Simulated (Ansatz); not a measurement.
**Sr3CaF8: the band gap up the ladder of functionals**

The task here is to estimate one member of a computed series from the others.

Program: Ansatz 0.2.0. PAW datasets, plane waves. All values are calculated for a non-magnetic cell, which may be hypothetical.

## The system as given

The cell was relaxed beforehand with r2SCAN.

The symmetry is Cmmm (No. 65, orthorhombic); a = 8.057 Å, b = 11.422 Å, c = 4.036 Å in the conventional setting, 15.48 Å³ an atom. Around Sr lie 8 F at 2.46–2.51 Å; around F lie 1 Ca at 2.39 Å and 3 Sr at 2.49–2.51 Å; around Sr lie 8 F at 2.48–2.51 Å; around F lie 2 Ca at 2.43 Å and 2 Sr at 2.51 Å and 1 F at 2.70 Å; around F lie 4 Sr at 2.46–2.48 Å.

Coordinates:

Space group Cmmm (No. 65). a = 8.057 Å, b = 11.422 Å, c = 4.036 Å, α = 90.00°, β = 90.00°, γ = 90.00°
```csv
atom,site,symmetry,x,y,z
Sr,4e,..2/m,0.2500,0.2500,0.0000
F,8q,..m,0.2411,0.8781,0.5000
Sr,2c,mmm,0.5000,0.0000,0.5000
F,4i,m2m,0.5000,0.6184,0.0000
F,4i,m2m,0.5000,0.8744,0.0000
Ca,2d,mmm,0.0000,0.0000,0.5000
```

Set-up of the first run:

The input, input.yaml:

```yaml
crystal:
  lattice:
    - [4.0283626069, -5.7107865322, 0.0]
    - [4.0283626069, 5.7107865322, 0.0]
    - [0.0, 0.0, 4.0363213874]
  atoms:
    - { symbol: Sr, position: [0.0, 0.5, 0.0] }
    - { symbol: F, position: [0.3630166791, 0.1192694322, 0.5] }
    - { symbol: F, position: [0.1192694322, 0.3630166791, 0.5] }
    - { symbol: Sr, position: [0.5, 0.5, 0.5] }
    - { symbol: F, position: [0.8816122069, 0.1183877931, 0.0] }
    - { symbol: F, position: [0.6256203908, 0.3743796092, 0.0] }
    - { symbol: Ca, position: [0.0, 0.0, 0.5] }
    - { symbol: F, position: [0.3743796092, 0.6256203908, 0.0] }
    - { symbol: F, position: [0.1183877931, 0.8816122069, 0.0] }
    - { symbol: Sr, position: [0.5, 0.0, 0.0] }
    - { symbol: F, position: [0.8807305678, 0.6369833209, 0.5] }
    - { symbol: F, position: [0.6369833209, 0.8807305678, 0.5] }
kpoints:
  mp_grid: { grid: [4, 4, 6] }
  band_path:
    path:
      - [[0.0, 0.0, 0.0], [-0.5, 0.5, 0.0], [-0.3743956710853, 0.6256043289147, 0.0]]
      - [[0.3743956710853, 0.3743956710853, 0.0], [0.0, 0.0, 0.0], [0.0, 0.0, 0.5], [0.3743956710853, 0.3743956710853, 0.5]]
      - [[-0.3743956710853, 0.6256043289147, 0.5], [-0.5, 0.5, 0.5], [-0.5, 0.5, 0.0]]
      - [[0.0, 0.0, 0.0], [7.401812693544e-18, 0.5, 0.0], [7.401812693544e-18, 0.5, 0.5], [0.0, 0.0, 0.5], [-0.5, 0.5, 0.5]]
    npoints: 10
hamiltonian:
  xc: pbe
scf:
  occupations: { method: fermi_dirac, width: 0.02 }
  n_extra_bands: 7
output:
  forces: true
  stress: true
  eigenvalues: true
  write_density: true
  write_potential: true
  elf: true
  volumetric_format: npy
```

Steps of the session up to this table: PBE bands along the symmetry lines; Single point with r2SCAN; HSE06; Single point with PBE+SOC; Single point with PBE0.

One of the session's tables, all rows but one given; the rest of the session is left out.

```
  level  gap (eV)
    PBE      6.90
 r2SCAN      7.52
  HSE06      8.94
PBE+SOC      6.90
   PBE0         ?
```

**Question.** Estimate the row for PBE0.

As computed: gap (eV): 9.71. In the column «gap (eV)» it is the highest.

Meshes: PBE 4×4×6, r2SCAN 4×4×6, HSE06 2×2×4, PBE+SOC 4×4×6, PBE0 2×2×4

The gap runs from 6.90 eV (PBE+SOC) to 9.71 eV (PBE0). Against HSE06, PBE is short by 2.04 eV, at 77 % of it, and r2SCAN 84 %. PBE0 lies 0.77 eV above HSE06, which differs from it by screening the long-range exchange.

Limits of these values: Warnings in the runs' records: stress scf threshold loose, stress exchange threshold loose.
